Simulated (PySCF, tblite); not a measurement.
# C₇H₅N₂ radical: geometry, infrared bands and EPR parameters

What infrared bands and EPR parameters should C₇H₅N₂ radical (`N#Cc1c[c]cc(N)c1`) show?

Programs: tblite 0.8.0 and PySCF 2.14.0, with density-fitted response routines of our own. Each step states its level of theory. These are calculated values for one molecule in the gas phase, unless marked as measured. Atoms count from 0, in the outputs and in this text.

**1. The starting structure**

14 atoms, charge 0, multiplicity 2; geometry from: force field or distance geometry start.

Bonds of the start (Å): N0–C1 1.18, C1–C2 1.42, C2–C3 1.41, C3–C4 1.39, C4–C5 1.40, C5–C6 1.39, C6–N7 1.38, C6–C8 1.40, C8–C2 1.40, C3–H9 1.08, C5–H10 1.08, N7–H11 1.02, N7–H12 1.02, C8–H13 1.09.

**2. Relaxing the molecule with GFN2-xTB**

What the job is given:

```
{"job": {"kind": "relax", "xc": "GFN2-xTB", "basis": "xTB"}, "charge": 0, "multiplicity": 2}
N      3.636300    -1.363500     0.248300
C      2.613300    -0.792200     0.139500
C      1.381100    -0.104300     0.029000
C      1.357500     1.284700    -0.208000
C      0.141800     1.942500    -0.307700
C     -1.061300     1.239400    -0.211400
C     -1.058700    -0.135700     0.006600
N     -2.243400    -0.825700     0.130200
C      0.168800    -0.805900     0.132400
H      2.279200     1.840600    -0.280300
H     -1.993300     1.785500    -0.301600
H     -2.263800    -1.835100     0.265300
H     -3.141000    -0.353900     0.029000
H      0.182900    -1.876900     0.306500
```

Started as:

```
$ OMP_NUM_THREADS=1 python probes_run.py task.json out
```

One launch serves the whole session: the jobs run in the order shown.

Output:

```text
step      E/eV     max force
  0    -631.93485    3.424
  1    -631.75729   10.957
  2    -632.06384    1.381
  3    -632.08714    0.639
  4    -632.09875    0.334
  5    -632.10590    0.326
  6    -632.10707    0.118
  7    -632.10808    0.104
  8    -632.10889    0.147
  9    -632.10929    0.079
 10    -632.10944    0.039
 11    -632.10957    0.067
 12    -632.10975    0.095
 13    -632.10994    0.079
 14    -632.11015    0.056
 15    -632.11048    0.103
 16    -632.11126    0.291
 17    -632.11209    0.507
 18    -632.11386    0.447
 19    -632.11778    0.231
 20    -632.11860    0.181
 21    -632.11976    0.154
 22    -632.12075    0.096
 23    -632.12133    0.061
 24    -632.12172    0.037
 25    -632.12187    0.042
 26    -632.12208    0.037
 27    -632.12220    0.027
 28    -632.12230    0.026
 29    -632.12241    0.035
 30    -632.12256    0.041
 31    -632.12272    0.038
 32    -632.12287    0.028
 33    -632.12300    0.025
 34    -632.12315    0.034
 35    -632.12330    0.036
 36    -632.12342    0.026
 37    -632.12347    0.021
 38    -632.12351    0.020
 39    -632.12355    0.018
 40    -632.12359    0.017
 41    -632.12362    0.013
 42    -632.12364    0.008
```

Wall time 0.2 s (1 thread of Arm Neoverse V2, shared host).

The steps of the relaxation: (not every step is listed) (the energy doesn't fall at every step)

```
step  energy from step 0 (eV)  largest force (eV/Å)
   0                   0.0000                3.4241
   1                   0.1776               10.9568
   2                  -0.1290                1.3812
   3                  -0.1523                0.6390
   4                  -0.1639                0.3336
   5                  -0.1711                0.3260
   6                  -0.1722                0.1176
   7                  -0.1732                0.1041
   8                  -0.1740                0.1474
  10                  -0.1746                0.0393
  12                  -0.1749                0.0947
  14                  -0.1753                0.0560
  16                  -0.1764                0.2906
  18                  -0.1790                0.4469
  20                  -0.1838                0.1810
  22                  -0.1859                0.0958
  24                  -0.1869                0.0370
  26                  -0.1872                0.0372
  28                  -0.1875                0.0264
  30                  -0.1877                0.0413
  32                  -0.1880                0.0277
  34                  -0.1883                0.0343
  36                  -0.1886                0.0264
  37                  -0.1886                0.0214
  38                  -0.1887                0.0202
  39                  -0.1887                0.0180
  40                  -0.1887                0.0175
  41                  -0.1888                0.0132
  42                  -0.1888                0.0081
```

Distances of close pairs at the start and the end, largest changes first:

```
  bond  before (Å)  after (Å)  change (Å)
 C4–C5       1.397      1.359      -0.038
 N0–C1       1.177      1.147      -0.030
 C3–C4       1.386      1.360      -0.026
 C5–C6       1.392      1.408      +0.016
 C2–C8       1.404      1.391      -0.014
N7–H12       1.019      1.006      -0.013
N7–H11       1.019      1.007      -0.012
 C6–C8       1.404      1.394      -0.010
```

The next job starts from the end point, and lists it.

**3. Vibrational analysis with GFN2-xTB**

What the job is given:

```
{"job": {"kind": "ir", "xc": "GFN2-xTB", "basis": "xTB"}, "charge": 0, "multiplicity": 2}
N      3.598286    -1.324458     0.214988
C      2.590104    -0.783119     0.133874
C      1.358101    -0.103535     0.028145
C      1.364797     1.284069    -0.209703
C      0.141793     1.870650    -0.308412
C     -1.058411     1.243240    -0.196354
C     -1.064381    -0.142686     0.054503
N     -2.248821    -0.807666     0.252969
C      0.160938    -0.799537     0.158834
H      2.294999     1.820513    -0.303690
H     -1.995467     1.772108    -0.290508
H     -2.236775    -1.810051     0.162510
H     -3.089289    -0.356386    -0.067556
H      0.183449    -1.863615     0.348234
```

Output:

```text
mode    cm-1     km/mol
  1     123.0      3.68
  2     132.2      6.53
  3     188.5      0.72
  4     344.1     14.50
  5     348.7     11.43
  6     365.3      0.77
  7     426.1      1.18
  8     450.8     34.56
  9     480.4    289.85
 10     510.7     33.07
 11     548.7      3.12
 12     563.2     26.71
 13     612.9      0.65
 14     694.5      6.84
 15     780.5     37.21
 16     823.3      1.03
 17     839.6      0.70
 18     958.4      0.43
 19     975.1      4.68
 20    1029.7      2.84
 21    1103.6     11.54
 22    1156.8      6.17
 23    1207.8      0.34
 24    1279.1      9.02
 25    1310.5     68.74
 26    1419.7     58.55
 27    1461.7      5.95
 28    1480.1      4.21
 29    1513.1    233.52
 30    1606.8    123.21
 31    2365.8    270.50
 32    3069.1     25.03
 33    3076.1     16.29
 34    3098.6      6.48
 35    3466.0      8.09
 36    3520.6      3.15
```

Run time: 0.34 s. Hardware: 1 thread of Arm Neoverse V2, shared host.

Which atoms move in the most intense modes:

```
cm⁻¹  km/mol                                 atoms
 451    34.6            C4 36 %, C6 20 %, H12 12 %
 480   289.9           H12 29 %, N7 27 %, H11 26 %
 780    37.2           H10 29 %, H9 29 %, H13 15 %
1310    68.7    C6 25 %, C4 15 %, C3 15 %, C2 11 %
1420    58.5             C2 28 %, C6 17 %, C5 11 %
1513   233.5  C6 24 %, H12 21 %, N7 18 %, H11 16 %
1607   123.2    C4 32 %, C8 21 %, C5 15 %, C6 12 %
2366   270.5                      C1 60 %, N0 39 %
```

**4. EPR parameters: B3LYP/pcH-1**

Same as in step 3 but for these lines:

```diff
@@ -1,2 +1,2 @@
-{"job": {"kind": "ir", "xc": "GFN2-xTB", "basis": "xTB"}, "charge": 0, "multiplicity": 2}
+{"job": {"kind": "epr", "basis": "pcH-1"}, "charge": 0, "multiplicity": 2}
 N      3.598286    -1.324458     0.214988
```

Level: UKS B3LYP, pcH-1 on C H N, non-relativistic, mean-field spin-orbit, GIAO.

Output:

```text
UKS, coarse grid
  cycle   1  E = -379.11209834  |g| = 3.83e-01
  cycle   2  E = -378.97365623  |g| = 6.98e-01
  cycle   3  E = -379.17173689  |g| = 1.68e-01
  cycle   4  E = -379.18384545  |g| = 4.59e-02
  cycle   5  E = -379.18474269  |g| = 1.74e-02
  cycle   6  E = -379.18488917  |g| = 6.05e-03
  cycle   7  E = -379.18491347  |g| = 3.07e-03
  cycle   8  E = -379.18492391  |g| = 1.14e-03
  cycle   9  E = -379.18492582  |g| = 8.27e-04
UKS, final grid
  cycle   1  E = -379.18491322  |g| = 1.25e-03
  cycle   2  E = -379.18491135  |g| = 2.33e-03
  cycle   3  E = -379.18491449  |g| = 3.07e-04
  cycle   4  E = -379.18491459  |g| = 2.26e-04
  cycle   5  E = -379.18491471  |g| = 2.15e-04
  cycle   6  E = -379.18491476  |g| = 3.45e-05
  cycle   7  E = -379.18491476  |g| = 1.14e-05
E = -379.18491476 Eh   <S^2> = 0.7567 (exact 0.7500)
g shifts (ppm)      1          2          3
  rmc          -167       -167       -167
  gc             33         15        -26
  oz_so        -603        -28        879
  total        -737       -180        686
hyperfine (MHz)  atom isotope    a_iso     a_fc   dipolar eigenvalues
    0   14N       0.42       0.42     -0.55      0.06      0.49
    1   13C       8.97       8.97     -1.25     -1.21      2.47
    2   13C      63.77      63.77     -5.81     -1.95      7.76
    3   13C      18.23      18.23    -13.30     -1.83     15.13
    4   13C     408.90     408.90    -79.57    -63.46    143.03
    5   13C      18.24      18.24    -13.50     -1.65     15.16
    6   13C      57.06      57.06     -5.74     -2.56      8.30
    7   14N       1.97       1.97     -0.57     -0.06      0.63
    8   13C      -7.44      -7.44     -5.73      1.99      3.74
    9    1H      56.82      56.82     -6.66     -5.66     12.32
   10    1H      62.35      62.35     -6.70     -5.67     12.37
   11    1H       5.03       5.03     -1.30     -0.85      2.16
   12    1H       0.56       0.56     -1.68     -0.82      2.50
   13    1H       4.14       4.14     -1.51      0.22      1.29
```

Run time: 72 s. Hardware: 1 thread of Arm Neoverse V2, shared host; peak memory 1.1 GiB.

Principal g values 2.00158, 2.00214, 2.00301; g(iso) = 2.00224, against 2.00232 for a free electron.

Mean a(iso) over the nuclei that a row names, and the largest dipolar term of the row (other rows stand at the frozen geometry):

```
  nuclei  isotope  a(iso) (MHz)  a(iso) (G, at g = 2.0023)  largest dipolar term (MHz)
      C4      13C         408.9                      145.9                       143.0
      C2      13C          63.8                       22.8                         7.8
     H10       1H          62.3                       22.2                        12.4
      C6      13C          57.1                       20.4                         8.3
      H9       1H          56.8                       20.3                        12.3
      C5      13C          18.2                        6.5                        15.2
      C3      13C          18.2                        6.5                        15.1
      C1      13C           9.0                        3.2                         2.5
      C8      13C          -7.4                       -2.7                        -5.7
     H13       1H           4.1                        1.5                        -1.5
H11, H12       1H           2.8                        1.0                         2.5
      N7      14N           2.0                        0.7                         0.6
      N0      14N           0.4                        0.2                        -0.6
```

Mulliken spin populations:

N0 0.01; C1 0.00; C2 0.06; C3 -0.08; C4 1.01; C5 -0.08; C6 0.06; N7 0.01; C8 -0.04; H9 0.02; H10 0.02; H11 0.00; H12 0.00; H13 0.00

In first order the couplings over 0.8 MHz of 1H, 14N give 72 distinct lines over 47.4 G, if the averaged nuclei exchange fast.

Orbitals, density, ELF and potential are computed afterwards from the orbital file.

ELF in a plane through or near 14 of the atoms.

Values, 10 rows by 14 columns:
```
0.00 0.00 0.00 0.00 0.00 0.00 0.01 0.01 0.00 0.00 0.00 0.00 0.00 0.00
0.00 0.00 0.00 0.00 0.01 0.01 0.72 0.71 0.03 0.02 0.00 0.00 0.00 0.00
0.00 0.00 0.00 0.45 0.94 0.16 0.87 0.88 0.12 0.97 0.64 0.00 0.00 0.00
0.00 0.00 0.00 0.73 1.00 0.49 0.77 0.79 0.12 0.99 0.60 0.00 0.00 0.00
0.00 0.00 0.01 0.01 0.13 0.76 0.31 0.23 0.85 0.10 0.14 0.24 0.00 0.00
0.00 0.03 0.42 0.70 0.62 0.26 0.90 0.79 0.58 0.63 0.99 0.91 0.00 0.00
0.00 0.29 0.89 0.40 0.09 0.56 0.57 0.49 0.17 0.70 0.53 0.10 0.00 0.00
0.00 0.25 0.93 0.82 0.54 0.05 0.97 0.99 0.02 0.97 0.83 0.01 0.00 0.00
0.00 0.00 0.33 0.35 0.13 0.00 0.49 0.76 0.00 0.15 0.06 0.00 0.00 0.00
0.00 0.00 0.00 0.00 0.00 0.00 0.00 0.00 0.00 0.00 0.00 0.00 0.00 0.00
```
The map spans 12.3 Å across and 9.0 Å up, centred on the molecule. Atoms in the plane (x, y in Å): N0 (-3.6, -1.5), C1 (-2.6, -0.9), C2 (-1.4, -0.2), C3 (-1.4, 1.3), C4 (-0.2, 1.9), C5 (1.0, 1.3), C6 (1.1, -0.1), N7 (2.3, -0.8), C8 (-0.1, -0.8), H9 (-2.4, 1.8), H10 (1.9, 1.9), H11 (2.3, -1.7), H12 (3.1, -0.2), H13 (-0.1, -1.9).

On the surface of density 0.002 e/bohr³ the electrostatic potential runs, from the 1st to the 99th percentile, from -1.82 V near N0 to 2.37 V near H12.

The spin density lies nearest to C4 74 %.

**5. Summary of results**

```
                                 quantity                 value
strongest single infrared mode (GFN2-xTB)  480 cm⁻¹, 290 km/mol
             zero-point energy (GFN2-xTB)         61.9 kcal/mol
                           g(iso) (B3LYP)               2.00224
                                     ⟨S²⟩    0.757 (exact 0.75)
       largest a(iso) (averaged by class)  13C on C4, 408.9 MHz
    surface potential, 1st and 99th percentile    -1.82 V and 2.37 V
```

**Reading.** Over 42 steps the energy fell by 0.189 eV; of the close pairs, C4–C5 changed most, 1.397 to 1.359 Å. All 36 modes are real, so the xTB geometry is a minimum. The strongest single mode, at 480 cm⁻¹, has its largest shares on H12, N7 and H11 (the list is cut at 3 atoms). Unscaled tight-binding wavenumbers are off by several per cent, some by more. Its intensities can rank the bands wrongly. Most of the unpaired spin sits on C4 (1.01 e). The isotropic g lies 0.1 ppt below the free-electron value.
